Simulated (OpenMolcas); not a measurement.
# CH5BFNO (SMILES COB(N)F) at 6 levels

Wanted: a comparison of 6 runs (HF/cc-pVDZ, B2PLYP/cc-pVDZ, BHLYP/cc-pVDZ, M06-2X/cc-pVDZ, PBE/cc-pVDZ, SVWN5/cc-pVDZ) of CH5BFNO. 

Program for the calculation: OpenMolcas 26.06.

### Step 1. The molecule

CH5BFNO has 10 atoms, charge 0, and is taken as a singlet. SMILES: `COB(N)F`. The shape is that of a PBE0-D4/def2-TZVP optimisation. This is one conformer, not always the lowest.

Bond lengths: C1–O2 1.405 Å, O2–B3 1.359 Å, B3–N4 1.405 Å, B3–F5 1.338 Å, C1–H6 1.096 Å, C1–H7 1.096 Å, C1–H8 1.090 Å, N4–H9 1.003 Å, N4–H10 1.004 Å. Some angles: C1–O2–B3 120.8°, O2–B3–N4 125.0°, O2–B3–F5 116.2°, N4–B3–F5 118.8°, O2–C1–H6 111.5°, O2–C1–H7 111.5°, O2–C1–H8 108.0°, B3–N4–H9 124.2°, B3–N4–H10 121.4°, H6–C1–H7 109.0°.

### Step 2. Energy and gradient at HF/cc-pVDZ (run 1)

run.input

```
&GATEWAY
BASLIB = $CurrDir
BASISSET
C.cc-pVDZ....
C1 -1.333500 0.263000 -0.477800 angstrom
End of Basis
BASISSET
O.cc-pVDZ....
O2 -0.091800 0.111300 -1.118500 angstrom
End of Basis
BASISSET
B.cc-pVDZ....
B3 1.035100 -0.141800 -0.402100 angstrom
End of Basis
BASISSET
N.cc-pVDZ....
N4 1.089100 -0.275300 0.995100 angstrom
End of Basis
BASISSET
F.cc-pVDZ....
F5 2.166400 -0.269400 -1.105200 angstrom
End of Basis
BASISSET
H.cc-pVDZ....
H6 -1.324800 1.107400 0.220800 angstrom
H7 -1.619300 -0.645300 0.064900 angstrom
H8 -2.085400 0.457300 -1.242600 angstrom
H9 0.293200 -0.194900 1.599400 angstrom
H10 1.953900 -0.463200 1.468800 angstrom
End of Basis
&SEWARD
&SCF
THRESHOLDS = 1e-10 1e-07 1e-07 1e-05
PRORBITALS = 1
&ALASKA
```

The basis set cc-pVDZ is read from a file made from the Basis Set Exchange's data (not shown).

The run is started by

```sh
$ export MOLCAS_MEM=1860
$ pymolcas run.input > run.log
```

Log:

```text
--- Start Module: gateway ---
[...]
--- Stop Module: gateway /rc=_RC_ALL_IS_WELL_ ---
[...]
      Basis functions           95
[...]
--- Start Module: scf ---
[...]
       Convergence after  13 Iterations
[...]
::    Total SCF energy                               -294.3854797726
[...]
      Total spin, S                                     0.0000000000
[...]
      Total electronic charge=   40.000000
      Total            charge=   -0.000000
[...]
      Dipole Moment (debye):
      Origin of the operator (angstrom)=    0.6169   -0.0692   -0.4281
                   X= -1.9467E+00               Y=  4.5772E-02               Z=  3.1642E+00           Total=  3.7153E+00
      Quadrupole Moment (debye*angstrom):
[...]
--- Stop Module: scf /rc=_RC_ALL_IS_WELL_ ---
[...]
--- Start Module: alaska ---
[...]
 *              Molecular gradients               *
 **************************************************
  Irreducible representation: a
 ------------------------------------------------------------------------------------------
                              X                       Y                       Z
 ------------------------------------------------------------------------------------------
  C1               -1.14206563272923E-03    3.70628031567399E-05    2.19268036694897E-03
  O2                8.67825565956437E-04    3.78278070925830E-04   -6.10553310217909E-03
  B3                4.92154806023409E-03   -8.20589364229657E-04    1.11762646607838E-04
  N4               -1.00998007288333E-03    5.53189751461680E-04   -4.35855154693954E-03
  F5               -7.56092676338582E-04    1.58778072275378E-04   -3.35972924419892E-04
  H6               -2.15707151095090E-04    1.51411093418430E-03    1.35234204881440E-03
  H7               -7.41285851168172E-04   -1.59515306654123E-03    1.08181374210092E-03
  H8               -1.41643691764548E-03    3.04954074764607E-04   -8.43975163433708E-04
[...]
--- Stop Module: alaska /rc=_RC_ALL_IS_WELL_ ---
[...]
```

It took 12 s on 1 thread of AMD EPYC 7R43 (Zen 3), shared host; peak memory 0.52 GiB.

### Step 3. A single-point energy at B2PLYP/cc-pVDZ (run 2)

mol.inp

```
&gateway
 baslib=$CurrDir
 coord
 10
 angstrom
 C       -1.333500       0.263000      -0.477800
 O       -0.091800       0.111300      -1.118500
 B        1.035100      -0.141800      -0.402100
 N        1.089100      -0.275300       0.995100
 F        2.166400      -0.269400      -1.105200
 H       -1.324800       1.107400       0.220800
 H       -1.619300      -0.645300       0.064900
 H       -2.085400       0.457300      -1.242600
 H        0.293200      -0.194900       1.599400
 H        1.953900      -0.463200       1.468800
 basis=cc-pVDZ
 group=NoSym

&seward
 gridinput
 Grid=UltraFine
 End of Grid

&scf
 ksdft=B2PLYP_SCF
 thresholds=1e-10 1e-07 1e-07 1e-05
 prorbitals=1 1

&mbpt2
 frozen=5
```

The basis set cc-pVDZ is read from a file made from the Basis Set Exchange's data (not shown).

The run is started by

```sh
$ export MOLCAS_MEM=1860
$ pymolcas mol.inp > mol.log
```

Log:

```text
--- Start Module: gateway ---
[...]
--- Stop Module: gateway /rc=_RC_ALL_IS_WELL_ ---
[...]
      Basis functions           95
[...]
--- Start Module: scf ---
[...]
       Convergence after  14 Iterations
[...]
::    Total KS-DFT energy                            -295.4263693235
[...]
      Total spin, S                                     0.0000000000
[...]
      Total electronic charge=   40.000000
      Total            charge=   -0.000000
[...]
      Dipole Moment (debye):
      Origin of the operator (angstrom)=    0.6169   -0.0692   -0.4281
                   X= -1.8071E+00               Y=  3.3610E-02               Z=  3.0368E+00           Total=  3.5340E+00
      Quadrupole Moment (debye*angstrom):
[...]
--- Stop Module: scf /rc=_RC_ALL_IS_WELL_ ---
[...]
--- Start Module: mbpt2 ---
[...]
 ###    WARNING: MP2 implementation intended for RHF references only         ###
 ###############################################################################
MBPT2 WARNING: Reference function according to RunFile:KS-DFT
I'll assume you know what you're doing and continue
WARNING!
Default frozen orbitals as non valence orbitals is overwritten by user input.
Default values:   5
[...]
       Reference weight ( Cref**2 )         =        0.76254
::    Total MBPT2 energy                             -296.3448683089
[...]
      Total MBPT2 calculations                           0.51      0.56
--- Stop Module: mbpt2 /rc=_RC_ALL_IS_WELL_ ---
[...]
```

It took 43 s on 1 thread of AMD EPYC 7R43 (Zen 3), shared host; peak memory 0.52 GiB.

Runs 3 to 5 aren't shown in full; the table further down has their settings and results.

### Step 4. Energy and forces at SVWN5/cc-pVDZ (run 6)

test.input

```
&GATEWAY
 BasLib=$CurrDir
 Coord
 10
 angstrom
 C       -1.333500       0.263000      -0.477800
 O       -0.091800       0.111300      -1.118500
 B        1.035100      -0.141800      -0.402100
 N        1.089100      -0.275300       0.995100
 F        2.166400      -0.269400      -1.105200
 H       -1.324800       1.107400       0.220800
 H       -1.619300      -0.645300       0.064900
 H       -2.085400       0.457300      -1.242600
 H        0.293200      -0.194900       1.599400
 H        1.953900      -0.463200       1.468800
 Basis=cc-pVDZ
 Group=NoSym

&SEWARD
 GridInput
 Grid=UltraFine
 End of Grid

&SCF
 KSDFT=SVWN5
 Thresholds=1e-10 1e-07 1e-07 1e-05
 PrOrbitals=1 1

&ALASKA
```

The basis set cc-pVDZ is read from a file made from the Basis Set Exchange's data (not shown).

The run is started by

```sh
$ export MOLCAS_MEM=1860
$ pymolcas test.input > test.log
```

Log:

```text
--- Start Module: gateway ---
[...]
--- Stop Module: gateway /rc=_RC_ALL_IS_WELL_ ---
[...]
      Basis functions           95
[...]
--- Start Module: scf ---
[...]
       Convergence after  16 Iterations
[...]
::    Total KS-DFT energy                            -293.6582853978
[...]
      Total spin, S                                     0.0000000000
[...]
      Total electronic charge=   40.000000
      Total            charge=   -0.000000
[...]
      Dipole Moment (debye):
      Origin of the operator (angstrom)=    0.6169   -0.0692   -0.4281
                   X= -1.6374E+00               Y=  1.5513E-02               Z=  2.9189E+00           Total=  3.3468E+00
      Quadrupole Moment (debye*angstrom):
[...]
--- Stop Module: scf /rc=_RC_ALL_IS_WELL_ ---
[...]
--- Start Module: alaska ---
[...]
 *              Molecular gradients               *
 **************************************************
  Irreducible representation: a
 ------------------------------------------------------------------------------------------
                              X                       Y                       Z
 ------------------------------------------------------------------------------------------
  C1               -1.83662159136375E-02    2.48347265459392E-03    7.15724986936861E-03
  O2                3.26690371579375E-03   -7.12588490597410E-04    1.65713162947689E-03
  B3                2.70281367870728E-03    3.31267365802357E-05   -5.33568271099005E-03
  N4                1.80857897312636E-03   -1.74155653172536E-03    1.61265356996836E-02
  F5               -3.23003962067148E-03    2.74431102373462E-04    3.04309439967376E-03
  H6                3.34786694955236E-04   -9.91307262724828E-03   -9.01545973650775E-03
  H7                3.78416024730632E-03    1.06385561239479E-02   -7.18069425274592E-03
  H8                9.62654810337416E-03   -2.38366160503733E-03    8.55208825128617E-03
[...]
--- Stop Module: alaska /rc=_RC_ALL_IS_WELL_ ---
[...]
```

Wall time 36 s (1 thread of AMD EPYC 7R43 (Zen 3), shared host); peak memory 0.52 GiB.

### Step 5. The series

```tsv
run	level	task	frozen core orbitals	energy (Eh)	dipole moment (D)	HOMO energy (eV)	LUMO energy (eV)	wall time
1	HF/cc-pVDZ	gradient	–	-294.385480	3.72	-11.54	4.63	12 s
2	B2PLYP/cc-pVDZ	energy	5	-295.674364	3.53	-9.09	2.60	43 s
3	BHLYP/cc-pVDZ	gradient	–	-295.803473	3.54	-9.13	2.30	58 s
4	M06-2X/cc-pVDZ	gradient	–	-295.836370	3.47	-9.14	2.37	84 s
5	PBE/cc-pVDZ	gradient	–	-295.597086	3.24	-6.07	0.70	51 s
6	SVWN5/cc-pVDZ	gradient	–	-293.658285	3.35	-6.22	0.54	36 s
```

### Step 6. Summary of results

```
                       quantity          value
            run 6: total energy  -293.65829 Eh
           run 6: dipole moment         3.35 D
             run 6: HOMO energy       -6.22 eV
             run 6: LUMO energy        0.54 eV
           run 6: HOMO–LUMO gap        6.76 eV
run 6: largest force on an atom     1.022 eV/Å
```

The dipole moment (its size) runs from 3.24 D (PBE/cc-pVDZ) to 3.72 D (HF/cc-pVDZ). The HOMO–LUMO gap runs from 6.76 eV (SVWN5/cc-pVDZ) to 16.16 eV (HF/cc-pVDZ). Exact exchange widens orbital gaps. For B2PLYP the log adds the whole second-order term; the table takes 0.27 of it, as the functional is defined. Totals of different functionals can't be ranked against each other. All runs together took 4.7 min, the longest 84 s.
